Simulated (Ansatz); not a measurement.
# C₂H₆BFN₂: basis-set convergence

How large a basis does C₂H₆BFN₂ need? Two functionals are run in growing sets.

Program: Ansatz 0.2.0, Gaussian basis. Level of theory: one geometry, several basis sets. These are calculated values, not measurements.

Levels to be run: PBE0-D4/def2-SVP; ωB97M-V/def2-SVP; PBE0-D4/def2-QZVPP; ωB97M-V/def2-QZVPP; the functionals' def2-TZVPP values are taken from earlier runs.

## (1) The geometry

An earlier PBE0-D4 in a triple-zeta def2 set relaxation fixed the geometry.

SMILES `NC1NCB1F`, 12 atoms, charge 0, spin multiplicity 1.

Atoms are counted from 1 here; the program's logs count them from 0.

Bond lengths: N1–C2 1.428 Å, N1–H7 1.012 Å, N1–H8 1.012 Å, C2–N3 1.498 Å, C2–B5 1.584 Å, C2–H9 1.103 Å, N3–C4 1.484 Å, N3–H10 1.013 Å, C4–B5 1.573 Å, C4–H11 1.099 Å, C4–H12 1.094 Å, B5–F6 1.311 Å. Angles: C2–N1–H7 111.0°, C2–N1–H8 111.8°, H7–N1–H8 107.5°, N1–C2–N3 119.3°, N1–C2–B5 123.4°, N1–C2–H9 107.7°, N3–C2–B5 84.4°, N3–C2–H9 111.3°, B5–C2–H9 108.9°, C2–N3–C4 96.9°, C2–N3–H10 115.0°, C4–N3–H10 114.7°, N3–C4–B5 85.3°, N3–C4–H11 115.2°, N3–C4–H12 114.2°, B5–C4–H11 113.0°, B5–C4–H12 120.1°, H11–C4–H12 107.9° and more.

Coordinates:

```
N    -0.4092   -0.9325    1.6782
C     0.1275   -0.0214    0.7178
N     0.6469   -0.5496   -0.5836
C     0.1091    0.5337   -1.4440
B    -0.7701    0.9113   -0.1954
F    -1.8477    1.6324   -0.0037
H    -1.0904   -1.5482    1.2530
H     0.3113   -1.5122    2.0896
H     0.8828    0.5992    1.2290
H     1.6524   -0.6665   -0.6279
H     0.8305    1.3177   -1.7155
H    -0.3663    0.1807   -2.3635
```

## (2) PBE0-D4 in def2-SVP

File in.yaml:

```yaml
crystal:
  periodic: [false, false, false]
  atoms:
    - {symbol: N, position_ang: [-0.409237, -0.932457, 1.678184]}
    - {symbol: C, position_ang: [0.127510, -0.021352, 0.717840]}
    - {symbol: N, position_ang: [0.646908, -0.549551, -0.583641]}
    - {symbol: C, position_ang: [0.109104, 0.533656, -1.443958]}
    - {symbol: B, position_ang: [-0.770071, 0.911343, -0.195443]}
    - {symbol: F, position_ang: [-1.847661, 1.632412, -0.003743]}
    - {symbol: H, position_ang: [-1.090423, -1.548180, 1.252960]}
    - {symbol: H, position_ang: [0.311286, -1.512157, 2.089584]}
    - {symbol: H, position_ang: [0.882782, 0.599162, 1.228970]}
    - {symbol: H, position_ang: [1.652423, -0.666487, -0.627851]}
    - {symbol: H, position_ang: [0.830470, 1.317665, -1.715488]}
    - {symbol: H, position_ang: [-0.366290, 0.180746, -2.363514]}
basis:
  gaussian: {orbitals: def2-SVP}
hamiltonian: {xc: pbe0, dispersion: d4}
output: {orbitals: {seedname: orbitals}}
```

After this run come: ωB97M-V in def2-SVP; PBE0-D4 in def2-QZVPP; ωB97M-V in def2-QZVPP.

Before running them: what should the planned runs give, taken together? Wanted: PBE0-D4: double and triple zeta above quadruple; ωB97M-V: double and triple zeta above quadruple.

As calculated:

```
                                       quantity           value
PBE0-D4: double and triple zeta above quadruple  10.31, 0.48 eV
ωB97M-V: double and triple zeta above quadruple  10.58, 0.45 eV
```

For PBE0-D4 the step from double to triple zeta gains 9.83 eV and the next only 0.48 eV. Total energies overstate the basis error of differences, where much of it tends to cancel. The LUMO of ωB97M-V is positive and keeps falling with the basis (1.67 to 1.12 eV): an unbound level that the basis holds in place.
